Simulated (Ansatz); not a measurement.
A nudged elastic band was laid between two geometries of a periodic cell of 17 atoms, LiSi₁₆ (host Si, host structure diamond, interstitial Li), cell charge +1.

Theory: DFT r2SCAN, scalar-relativistic, plane waves, PAW in Ansatz. Settings: PAW set soft_1, cutoff 500 eV, k mesh 2x2x2, gaussian smearing 0.02 eV, no spin polarisation.

| Property | Result |
| --- | --- |
| movable images | 4 |
| climbing image | from the first iteration |
| spring | 5.0 eV/Å² |
| optimiser | quadratic models (default) |
| start path | default |
| force threshold | 0.05 eV/Å |
| iteration limit | 22 |
| end points | relaxed |

First end point:

```xyz
17
Lattice="0.0000 5.4300 5.4300 5.4300 0.0000 5.4300 5.4300 5.4300 0.0000" Properties=species:S:1:pos:R:3
Si -0.018 0.001 -0.001
Si 1.336 1.383 1.381
Si 2.719 2.737 -0.001
Si 4.084 4.064 1.365
Si 2.718 0.000 2.736
Si 4.084 1.367 4.063
Si 5.433 2.716 2.714
Si 6.782 4.064 4.063
Si 0.004 2.716 2.714
Si 1.336 4.048 4.046
Si 2.718 5.431 2.692
Si 4.101 6.814 4.046
Si 2.718 2.694 5.429
Si 4.101 4.048 6.812
Si 5.455 5.431 5.429
Si 6.782 6.797 6.795
Li 2.719 5.431 5.429
```

Last end point:

Only the atoms that move by more than 0.05 Å are listed.
```
Li17 4.065 4.084 4.079
```

Which bonds break or form, and what moves?

Contacts lost: Si1–Li17, Si2–Li17, Si3–Li17, Si5–Li17. Contacts made: Si4–Li17, Si6–Li17, Si7–Li17, Si8–Li17. The atom that moves furthest is Li17, by 2.33 Å; four of its nearest neighbours are Si12 2.39, Si14 2.39, Si10 2.39, Si2 2.39 Å at the first end and Si11 2.39, Si15 2.39, Si13 2.39, Si7 2.40 Å at the last.

What energy profile does the band end with?

The forces met the threshold. The highest image is number 3 of 0 to 5, 0.63 eV above the ends, which have the same energy within 2 meV. The order of the stationary point at the top wasn't checked. Limits of this set-up: a small cell, in which the defect meets its images, charged cell in a uniform background, uncorrected.

```json
{"image": "0", "path coordinate (Å)": "0.00", "energy (eV)": "0.00", "Si1–Li17 (Å)": "2.74", "Si2–Li17 (Å)": "2.39", "Si3–Li17 (Å)": "2.74"}
{"image": "1", "path coordinate (Å)": "0.42", "energy (eV)": "0.13", "Si1–Li17 (Å)": "2.94", "Si2–Li17 (Å)": "2.60", "Si3–Li17 (Å)": "2.94"}
{"image": "2", "path coordinate (Å)": "0.84", "energy (eV)": "0.46", "Si1–Li17 (Å)": "3.22", "Si2–Li17 (Å)": "2.98", "Si3–Li17 (Å)": "3.22"}
{"image": "3", "path coordinate (Å)": "1.25", "energy (eV)": "0.63", "Si1–Li17 (Å)": "3.53", "Si2–Li17 (Å)": "3.40", "Si3–Li17 (Å)": "3.53"}
{"image": "4", "path coordinate (Å)": "1.86", "energy (eV)": "0.29", "Si1–Li17 (Å)": "4.02", "Si2–Li17 (Å)": "4.03", "Si3–Li17 (Å)": "4.02"}
{"image": "5", "path coordinate (Å)": "2.47", "energy (eV)": "0.00", "Si1–Li17 (Å)": "4.49", "Si2–Li17 (Å)": "4.69", "Si3–Li17 (Å)": "4.49"}
```

What is the geometry of the highest image?


```xyz
17
Lattice="0.0000 5.4300 5.4300 5.4300 0.0000 5.4300 5.4300 5.4300 0.0000" Properties=species:S:1:pos:R:3:forces:R:3
Si 0.000 -0.032 -0.033 0.00 -0.02 -0.02
Si 1.445 1.272 1.271 0.00 0.00 0.00
Si 2.749 2.717 -0.033 0.02 0.00 -0.02
Si 4.055 4.092 1.341 -0.02 0.02 0.00
Si 2.749 -0.032 2.716 0.02 -0.02 0.00
Si 4.055 1.342 4.090 -0.02 0.00 0.02
Si 5.359 2.788 2.787 0.01 -0.01 -0.01
Si 6.805 4.092 4.091 0.00 0.02 0.02
Si 0.100 2.617 2.616 0.00 0.00 0.00
Si 1.300 4.017 4.016 0.00 0.01 0.01
Si 2.673 5.474 2.641 0.01 -0.01 0.01
Si 4.130 6.847 4.016 -0.01 0.00 0.01
Si 2.673 2.642 5.473 0.01 0.01 -0.01
Si 4.130 4.017 6.846 -0.01 0.01 0.00
Si 5.505 5.474 5.473 -0.01 -0.01 -0.01
Si 6.703 6.874 6.872 -0.01 0.01 0.01
Li 3.406 4.741 4.739 0.01 -0.01 -0.01
```

Time of the run: 5.4 min on 2 threads of Arm Neoverse V2, on a shared host, peak memory 2.7 GiB.
